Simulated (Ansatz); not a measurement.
# GeH3Se (doublet): from a generated start to a stationary point

Where does this start of GeH3Se (doublet) end when it is relaxed?

Computed with Ansatz 0.2.0, Gaussian basis. Level: UKS PBE0/def2-TZVP.

### 1 Starting geometry

5 atoms, charge 0, spin multiplicity 2.

Atoms are counted from 1 here; the program's logs count them from 0.

Bond lengths: Ge1–Se2 2.294 Å, Ge1–H3 1.501 Å, Ge1–H4 1.501 Å, Ge1–H5 1.501 Å. Angles: Se2–Ge1–H3 110.5°, Se2–Ge1–H4 110.5°, Se2–Ge1–H5 110.5°, H3–Ge1–H4 108.4°, H3–Ge1–H5 108.4°, H4–Ge1–H5 108.4°.

As a file:

```xyz
5
GeH3Se
Ge   -1.16103   -0.00795    0.00237
Se    1.13272    0.00775   -0.00232
H    -1.69704    1.39365    0.00477
H    -1.68013   -0.71527    1.21976
H    -1.68512   -0.71303   -1.21417
```

The start was built by rule and, where that kept it together, relaxed with GFN2-xTB. Sticks and bond lists go by distance. No spin-orbit coupling is included. 

### 2 Relaxation

Contents of in.yaml:

```yaml
crystal:
  periodic: [false, false, false]
  atoms:
    - {symbol: Ge, position_ang: [-1.161027, -0.007946, 0.002375]}
    - {symbol: Se, position_ang: [1.132719, 0.007753, -0.002317]}
    - {symbol: H, position_ang: [-1.697044, 1.393654, 0.004767]}
    - {symbol: H, position_ang: [-1.680125, -0.715273, 1.219761]}
    - {symbol: H, position_ang: [-1.685118, -0.713028, -1.214174]}
basis:
  gaussian: {orbitals: def2-TZVP}
magnetization: {spin_polarized: true, initial_magnetization: 1}
hamiltonian: {xc: pbe0}
relax: {f_tol: 0.004, max_steps: 80}
```

Launch:

```console
$ ansatz run in.yaml --threads 1 --pin off --events-out ev --progress --plain --max-ram 2176MiB
```

**Question.** What will these runs give? Wanted: energy gained; shift from the start; total energy; dipole moment; ⟨S²⟩.

**Answer**, as computed:

```
                  quantity            value
                     steps                4
             energy gained         0.068 eV
shift from the start (rms)          0.056 Å
              total energy  -121901.4193 eV
             dipole moment           1.18 D
                      ⟨S²⟩            0.754
```

What this shows: The bonds of the start are those of the end. Ge1–Se2 went from 2.294 to 2.345 Å. No vibrations were run, so this is a stationary point, not a proven minimum, and this spin need not be the ground state's.
